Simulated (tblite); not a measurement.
# C6H13AsS: the cost of one run

The runs use tblite 0.8.0 and PySCF 2.14.0, with density-fitted response routines of our own; the level of theory stands in each step. All values are computed, except where a source is named. Atoms are numbered from 0 throughout.

## 1. The starting structure

21 atoms, charge 0, multiplicity 1; geometry from: force field or distance geometry start.

Bonds of the start (Å): C0–S1 1.82, S1–C2 1.85, C2–C3 1.53, C3–C4 1.54, C4–As5 1.97, As5–C6 1.97, C6–C7 1.52, C7–C2 1.54, C0–H8 1.11, C0–H9 1.11, C0–H10 1.12, C2–H11 1.11, C3–H12 1.12, C3–H13 1.11, C4–H14 1.11, C4–H15 1.11, As5–H16 1.57, C6–H17 1.11, C6–H18 1.11, C7–H19 1.11, C7–H20 1.11.

## 2. Geometry optimisation with GFN2-xTB

The job: settings as JSON, then the geometry in Å.

```
{"job": {"kind": "relax", "xc": "GFN2-xTB", "basis": "xTB"}, "charge": 0, "multiplicity": 1}
C     -3.145300     0.135000     0.384100
S     -2.117900     0.671100    -1.024900
C     -0.492300     0.306500    -0.212100
C     -0.095500    -1.138300    -0.525900
C      1.185800    -1.552000     0.219000
As     2.719500    -0.541900    -0.501600
C      1.887000     1.185900    -0.041700
C      0.541600     1.324500    -0.736900
H     -2.944900    -0.924000     0.645800
H     -2.967200     0.783400     1.270800
H     -4.223600     0.233000     0.095400
H     -0.601500     0.444800     0.886200
H     -0.910300    -1.828400    -0.178000
H      0.042500    -1.288200    -1.615000
H      1.081400    -1.355500     1.304200
H      1.373700    -2.632300     0.069900
H      3.511100    -0.615700     0.854500
H      1.755600     1.251300     1.063100
H      2.560800     2.003800    -0.360800
H      0.162100     2.351300    -0.555600
H      0.668200     1.202800    -1.833800
```

Run with:

```console
$ OMP_NUM_THREADS=1 python probes_run.py task.json out
```

The driver reads the jobs from task.json and runs them one after another.

Q: Estimate the wall time and peak memory of this first job on 1 thread of AMD EPYC, shared host.

About 1.1 s, with a peak of 0.18 GiB.
